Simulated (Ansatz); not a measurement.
# Cu3Ge: the cost of one run

Method: DFT PBEsol, scalar-relativistic, plane waves, PAW, in Ansatz 0.2.0.

2 further runs of the same task are left out: 2 set aside as unsound or not needed.

**1. The starting structure**

The cell holds 16 atoms (Cu12Ge4): a = 5.814 Å, b = 6.039 Å, c = 6.264 Å, α = 91.97°, β = 92.72°, γ = 85.77°.

It is the last frame of an earlier stage of the same melt, run at 1930 K.

Coordinates:

```xyz
16
Lattice="5.8085 0.2176 -0.1414 0.2176 6.0344 -0.1031 -0.1414 -0.1031 6.2615" Properties=species:S:1:pos:R:3 pbc="T T T"
Cu    2.6930    4.7297    5.2561
Cu    4.6586    3.6641    4.4112
Cu    1.5917    3.1437    4.1491
Cu    4.9512    3.9352    1.1620
Cu    5.6350    5.4303    5.4571
Cu    4.2591    1.2163    4.5023
Cu    4.3216    0.8967    0.8442
Cu    2.9302    2.3482    5.9888
Cu    2.8584    2.1165    2.4903
Cu    1.2125    0.6767    4.5377
Cu    1.6910    4.2583    1.9291
Cu    0.0453    2.2273    6.0989
Ge    0.0852    1.9713    2.6019
Ge    3.2546    5.5989    2.9203
Ge    5.5888    5.3565    2.6886
Ge    1.7981    0.7296    0.7377
```

**2. Langevin stage at 1930 K**

One k point, a Fermi-Dirac width of 0.166 eV and a fixed cell.

input.yaml

```yaml
crystal:
  lattice:
    - [5.808468, 0.21757, -0.14138]
    - [0.21757, 6.034364, -0.103111]
    - [-0.14138, -0.103111, 6.261465]
  atoms:
    - { symbol: Cu, position: [0.4553288377, 0.7821241662, 0.8626018442] }
    - { symbol: Cu, position: [0.7977205565, 0.5909503944, 0.7322424747] }
    - { symbol: Cu, position: [0.2709445777, 0.5227656457, 0.6773728714] }
    - { symbol: Cu, position: [0.8341988068, 0.6257176047, 0.2147137832] }
    - { symbol: Cu, position: [0.9592361351, 0.88082536, 0.9077002241] }
    - { symbol: Cu, position: [0.7442325536, 0.1873571642, 0.7389320158] }
    - { symbol: Cu, position: [0.7430889292, 0.124425772, 0.1536480822] }
    - { symbol: Cu, position: [0.5136798962, 0.3872624788, 0.9744283685] }
    - { symbol: Cu, position: [0.4894523183, 0.3401699429, 0.414364136] }
    - { symbol: Cu, position: [0.2221801571, 0.1166303313, 0.7316328711] }
    - { symbol: Cu, position: [0.272790199, 0.7013986907, 0.3258040302] }
    - { symbol: Cu, position: [0.0172390967, 0.3852322136, 0.9807672395] }
    - { symbol: Ge, position: [0.0124342776, 0.333430821, 0.4213054747] }
    - { symbol: Ge, position: [0.5379871332, 0.916873757, 0.4936450793] }
    - { symbol: Ge, position: [0.9412170592, 0.8616677472, 0.4648366695] }
    - { symbol: Ge, position: [0.3084511368, 0.111941685, 0.1266231511] }
  symmetry: { detect: false }
basis:
  ecutwfc: 420
  xc_grid: 1
kpoints:
  mp_grid: { grid: [1, 1, 1], shift: [0.25, 0.25, 0.25] }
hamiltonian:
  xc: pbesol
scf:
  occupations: { method: fermi_dirac, width: 0.1663 }
  lower_state_search: "off"
  convergence: { dr2_threshold: 1.0e-05 }
output:
  forces: true
  stress: true
md:
  timestep: 3.0
  n_steps: 214
  ensemble: nvt_langevin
  friction: 0.03
  temperature: 1930.0
  initial_velocities: maxwell_boltzmann
  seed: 75835
```

The run is started by

```bash
> ansatz run input.yaml --threads 2 --pin off --max-ram 5120MiB --backend cpu --events-out ev --progress --plain --runs-dir out
```

**Question.** How long does this run take on 2 threads of Intel Xeon 6975P-C (Granite Rapids), shared host, and how much memory does it need?

About 4.6 min, with a peak of 0.6 GiB.
